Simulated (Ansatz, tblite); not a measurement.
# Sn29H36 other disc (AlSn28H36): one state, many levels

An exercise on one series of results from a longer session: the logs are not shown, and one member is left open.

Method: as each input shows; program: Ansatz 0.2.0, Gaussian basis.

The runs, in order: GFN1-xTB, GFN2-xTB, PBE-D4/def2-SVP, r2SCAN-D4/def2-SVP, B3LYP-D4/def2-SVP, r2SCAN-D4/def2-mTZVP.

1 further run of the same task is left out (set aside as unsound or not needed). Runs told in other sessions of the task aren't counted.

## The structure

The doublet was relaxed beforehand with PBE-D4/def2-SVP.

65 atoms, charge 0, spin multiplicity 2.

Bond lengths: Sn1–Sn13 2.824 Å, Sn1–Sn17 2.825 Å, Sn1–Sn18 2.818 Å, Sn1–H30 1.745 Å, Sn2–Sn14 2.825 Å, Sn2–Sn17 2.825 Å, Sn2–Sn19 2.818 Å, Sn2–H31 1.746 Å, Sn3–Sn15 2.826 Å, Sn3–Sn16 2.827 Å, Sn3–Sn17 2.825 Å, Sn3–Sn20 2.830 Å, Sn4–Sn13 2.824 Å, Sn4–Sn15 2.819 Å, Sn4–Sn22 2.826 Å, Sn4–H32 1.745 Å, Sn5–Sn18 2.827 Å, Sn5–Sn20 2.829 Å and more. Angles: Sn13–Sn1–Sn17 110.9°, Sn13–Sn1–Sn18 106.6°, Sn13–Sn1–H30 109.3°, Sn17–Sn1–Sn18 110.7°, Sn17–Sn1–H30 109.7°, Sn18–Sn1–H30 109.6°, Sn14–Sn2–Sn17 111.1°, Sn14–Sn2–Sn19 106.8°, Sn14–Sn2–H31 109.5°, Sn17–Sn2–Sn19 110.2°, Sn17–Sn2–H31 108.9°, Sn19–Sn2–H31 110.3°, Sn15–Sn3–Sn16 110.7°, Sn15–Sn3–Sn17 109.6°, Sn15–Sn3–Sn20 110.2°, Sn16–Sn3–Sn17 108.2°, Sn16–Sn3–Sn20 110.3°, Sn17–Sn3–Sn20 107.8° and more.

Sn takes a core potential in the def2 sets. No spin-orbit coupling is included.

PBE0-D4/def2-SVP was run before; its log isn't repeated, and its numbers join the tables.

The first run:

Tight binding, by tblite at 300 K electronic temperature and without a spin-polarisation term:

```python
tblite.interface.Calculator('GFN1-xTB', numbers, positions, charge=0, uhf=1).singlepoint()
```

Tight binding, by tblite at 300 K electronic temperature and without a spin-polarisation term:

```python
tblite.interface.Calculator('GFN2-xTB', numbers, positions, charge=0, uhf=1).singlepoint()
```

start.molden holds the orbitals of an earlier run on this state, given as this run's starting guess.

File in.yaml:

```yaml
crystal:
  periodic: [false, false, false]
  atoms:
    - {symbol: Sn, position_ang: [-4.942604, -1.608425, 1.633369]}
    - {symbol: Sn, position_ang: [-1.630571, -4.962128, 1.620374]}
    - {symbol: Sn, position_ang: [-1.712094, -1.723668, -1.643298]}
    - {symbol: Sn, position_ang: [-4.868338, 1.666587, -1.638505]}
    - {symbol: Sn, position_ang: [-1.600990, 1.583806, 1.607152]}
    - {symbol: Sn, position_ang: [-1.495767, 4.924077, -1.586418]}
    - {symbol: Sn, position_ang: [1.662219, -4.891297, -1.640220]}
    - {symbol: Sn, position_ang: [1.639333, -1.635495, 1.675885]}
    - {symbol: Sn, position_ang: [4.908457, -1.471774, -1.518319]}
    - {symbol: Sn, position_ang: [1.550542, 1.448749, -1.767969]}
    - {symbol: Sn, position_ang: [1.829297, 4.676873, 1.635107]}
    - {symbol: Al, position_ang: [4.671100, 1.832131, 1.962380]}
    - {symbol: Sn, position_ang: [-6.522473, 0.060655, -0.007317]}
    - {symbol: Sn, position_ang: [0.035633, -6.542586, -0.023970]}
    - {symbol: Sn, position_ang: [-3.370402, -0.094749, -3.251298]}
    - {symbol: Sn, position_ang: [-0.157433, -3.456593, -3.247023]}
    - {symbol: Sn, position_ang: [-3.310605, -3.302581, 0.069296]}
    - {symbol: Sn, position_ang: [-3.367408, 0.093089, 3.235305]}
    - {symbol: Sn, position_ang: [0.068490, -3.394643, 3.232638]}
    - {symbol: Sn, position_ang: [-0.036526, -0.117570, -0.023663]}
    - {symbol: Sn, position_ang: [0.114594, 3.358680, -3.286515]}
    - {symbol: Sn, position_ang: [-3.172113, 3.260476, -0.036542]}
    - {symbol: Sn, position_ang: [0.009023, 3.238031, 3.236243]}
    - {symbol: Sn, position_ang: [0.287898, 6.424966, 0.007216]}
    - {symbol: Sn, position_ang: [3.306265, -0.083208, -3.368493]}
    - {symbol: Sn, position_ang: [3.255634, -3.208031, -0.022497]}
    - {symbol: Sn, position_ang: [3.344442, -0.057707, 3.296399]}
    - {symbol: Sn, position_ang: [6.156167, 0.565961, 0.005422]}
    - {symbol: Sn, position_ang: [3.289915, 2.964909, -0.134959]}
    - {symbol: H, position_ang: [-5.985223, -2.569236, 2.651205]}
    - {symbol: H, position_ang: [-2.621751, -5.999901, 2.614297]}
    - {symbol: H, position_ang: [-5.856631, 2.699047, -2.640289]}
    - {symbol: H, position_ang: [-2.448144, 6.038077, -2.534905]}
    - {symbol: H, position_ang: [2.668590, -5.891351, -2.657475]}
    - {symbol: H, position_ang: [6.163198, -2.351300, -2.355697]}
    - {symbol: H, position_ang: [2.944096, 5.595031, 2.612416]}
    - {symbol: H, position_ang: [5.426249, 3.005159, 2.765028]}
    - {symbol: H, position_ang: [-7.564040, -0.894910, -1.020163]}
    - {symbol: H, position_ang: [-7.544283, 1.057720, 0.984879]}
    - {symbol: H, position_ang: [-0.922246, -7.581387, -1.038035]}
    - {symbol: H, position_ang: [1.008732, -7.571826, 0.984724]}
    - {symbol: H, position_ang: [-4.467179, -1.119654, -4.131475]}
    - {symbol: H, position_ang: [-2.420661, 0.765659, -4.425062]}
    - {symbol: H, position_ang: [-1.238476, -4.586075, -4.011463]}
    - {symbol: H, position_ang: [0.629651, -2.568094, -4.514670]}
    - {symbol: H, position_ang: [-4.352932, -4.303110, -0.911554]}
    - {symbol: H, position_ang: [-2.479267, -0.790487, 4.437607]}
    - {symbol: H, position_ang: [-4.397750, 1.218164, 4.072269]}
    - {symbol: H, position_ang: [-0.837172, -2.511379, 4.423945]}
    - {symbol: H, position_ang: [1.147875, -4.454223, 4.093517]}
    - {symbol: H, position_ang: [-0.829899, 2.552647, -4.501482]}
    - {symbol: H, position_ang: [1.271007, 4.367227, -4.106205]}
    - {symbol: H, position_ang: [-4.162039, 4.285921, 0.972901]}
    - {symbol: H, position_ang: [-1.021876, 4.401085, 4.018876]}
    - {symbol: H, position_ang: [0.811554, 2.335843, 4.480953]}
    - {symbol: H, position_ang: [-0.556815, 7.523921, 1.061109]}
    - {symbol: H, position_ang: [1.339086, 7.377108, -0.997974]}
    - {symbol: H, position_ang: [2.427730, -1.104354, -4.464431]}
    - {symbol: H, position_ang: [4.252543, 1.023091, -4.319974]}
    - {symbol: H, position_ang: [4.288190, -4.233647, 0.943010]}
    - {symbol: H, position_ang: [4.419630, -1.273616, 3.928218]}
    - {symbol: H, position_ang: [2.382463, 0.439840, 4.655969]}
    - {symbol: H, position_ang: [7.482089, -0.126506, 0.919790]}
    - {symbol: H, position_ang: [6.892242, 1.653415, -1.140538]}
    - {symbol: H, position_ang: [4.262975, 4.030868, -1.118003]}
basis:
  gaussian: {orbitals: def2-SVP, fitting: {mean_field: def2-universal-jkfit}, initial_orbitals: start.molden}
magnetization: {spin_polarized: true, initial_magnetization: 1}
hamiltonian: {xc: pbe, dispersion: d4}
scf: {omitted_lower_state_checks: [starts]}
output: {orbitals: {seedname: orbitals}}
```

Command:

```
> ansatz run in.yaml --threads 11 --pin off --events-out ev --progress --plain --max-ram 174080MiB --backend cuda --devices 0, --max-vram 75GiB
```

Steps of the session up to this table: PBE-D4/def2-SVP; r2SCAN-D4/def2-SVP; B3LYP-D4/def2-SVP; r2SCAN-D4/def2-mTZVP.

One of the session's tables, all rows but one given; the rest of the session is left out.

It belongs to the step «Binding energy». 

| level | binding an atom (eV) |
| --- | --- |
| PBE-D4/def2-SVP | 2.488 |
| r2SCAN-D4/def2-SVP | 2.480 |
| r2SCAN-D4/def2-mTZVP | 2.454 |
| B3LYP-D4/def2-SVP | 2.464 |
| PBE0-D4/def2-SVP | ? |

**Question.** Estimate the row for PBE0-D4/def2-SVP.

**Answer.** binding an atom (eV): 2.482. In the column «binding an atom (eV)» it lies between r2SCAN-D4/def2-SVP (2.480) and PBE-D4/def2-SVP (2.488).

Caveats from the session: Free atoms were run apart at each level; binding is atoms less cluster, divided by the number of atoms, without zero-point or spin-orbit terms.
